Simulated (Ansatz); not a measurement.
# Zn3Cd9SnBi2Sb: the cost of one run

All numbers below are computed with Ansatz 0.2.0 (DFT r2SCAN, scalar-relativistic, plane waves, PAW).

### 1 The starting structure

The cell holds 16 atoms (Bi2Cd9SbSnZn3): a = 7.210 Å, b = 7.210 Å, c = 7.210 Å, α = 90.00°, β = 90.00°, γ = 90.00°.

The sites of an ideal bcc lattice, at a guessed lattice constant, take 1 Sn, 9 Cd, 2 Bi, 3 Zn, 1 Sb (sublattices apart by semicolons), with a shake of 0.02 Å. Warren-Cowley parameters of the first shell (negative: unlike neighbours preferred): Bi-Cd +0.11, Bi-Sb -1.00, Bi-Sn +1.00, Bi-Zn -1.00, Cd-Sb -0.11, Cd-Sn +0.11. In a cell this small the draw can fall short of the order aimed at.

Coordinates:

```xyz
16
Lattice="7.2100 0.0000 0.0000 0.0000 7.2100 0.0000 0.0000 0.0000 7.2100" Properties=species:S:1:pos:R:3 pbc="T T T"
Zn    3.6393    7.2048    0.0173
Zn    3.6370    7.1956    3.6536
Zn    3.5861    3.6330    3.5677
Cd    0.0126    3.6136    7.1732
Cd    7.1845    7.2021    3.5706
Cd    1.8174    1.7796    1.7704
Cd    3.6445    3.5669    7.1787
Cd    5.4183    1.7995    1.7627
Cd    7.1888    3.6378    3.5910
Cd    1.8271    1.7979    5.3920
Cd    5.4119    1.7854    5.3996
Cd    5.4028    5.4223    5.4244
Sn    5.3994    5.4247    1.7780
Sb    0.0009    0.0128    0.0140
Bi    1.7588    5.3826    1.7716
Bi    1.7957    5.3921    5.3951
```

### 2 Relaxing on a coarse mesh

Cell and atoms move without symmetry, on a coarse mesh with loose thresholds.

Contents of input.yaml:

```yaml
crystal:
  lattice:
    - [7.20996564, 0.0, 0.0]
    - [0.0, 7.20996564, 0.0]
    - [0.0, 0.0, 7.20996564]
  atoms:
    - { symbol: Zn, position: [0.5047654109, 0.9992829305, 0.0024052754] }
    - { symbol: Zn, position: [0.5044405713, 0.9980031309, 0.5067428981] }
    - { symbol: Zn, position: [0.4973841449, 0.5038834631, 0.4948357835] }
    - { symbol: Cd, position: [0.0017451614, 0.5011926583, 0.9949034612] }
    - { symbol: Cd, position: [0.9964627622, 0.998909754, 0.4952323519] }
    - { symbol: Cd, position: [0.2520661851, 0.2468283668, 0.245546462] }
    - { symbol: Cd, position: [0.505474446, 0.494718612, 0.9956567641] }
    - { symbol: Cd, position: [0.7515028312, 0.2495854517, 0.2444757966] }
    - { symbol: Cd, position: [0.9970611674, 0.5045527671, 0.4980653786] }
    - { symbol: Cd, position: [0.2534069739, 0.249366525, 0.7478476314] }
    - { symbol: Cd, position: [0.750614996, 0.2476272486, 0.7489087] }
    - { symbol: Cd, position: [0.7493544589, 0.7520493855, 0.7523426553] }
    - { symbol: Sn, position: [0.7488870366, 0.7523841319, 0.2466076453] }
    - { symbol: Sb, position: [0.0001186618, 0.0017722476, 0.0019383668] }
    - { symbol: Bi, position: [0.2439414523, 0.7465526299, 0.2457110103] }
    - { symbol: Bi, position: [0.2490573565, 0.7478740888, 0.7482823702] }
  symmetry: { detect: false }
basis:
  ecutwfc: 500
kpoints:
  mp_grid: { grid: [2, 2, 2], shift: [0.5, 0.5, 0.5] }
hamiltonian:
  xc: r2scan
scf:
  occupations: { method: gaussian, width: 0.1 }
  lower_state_search: "off"
output:
  forces: true
  stress: true
  eigenvalues: true
relax:
  adjacent_minimum: "off"
  f_tol: 0.04
  max_steps: 50
  cell: { stress_tol: 0.3 }
```

On the command line:

```console
$ ansatz run input.yaml --threads 4 --pin off --max-ram 9216MiB --backend cpu --events-out ev --progress --plain --runs-dir out
```

**Question.** How long does this run take on 4 threads of AMD EPYC 9R45 (Zen 5), shared host, and how much memory does it need?

About 6.7 min, with a peak of 2.4 GiB.
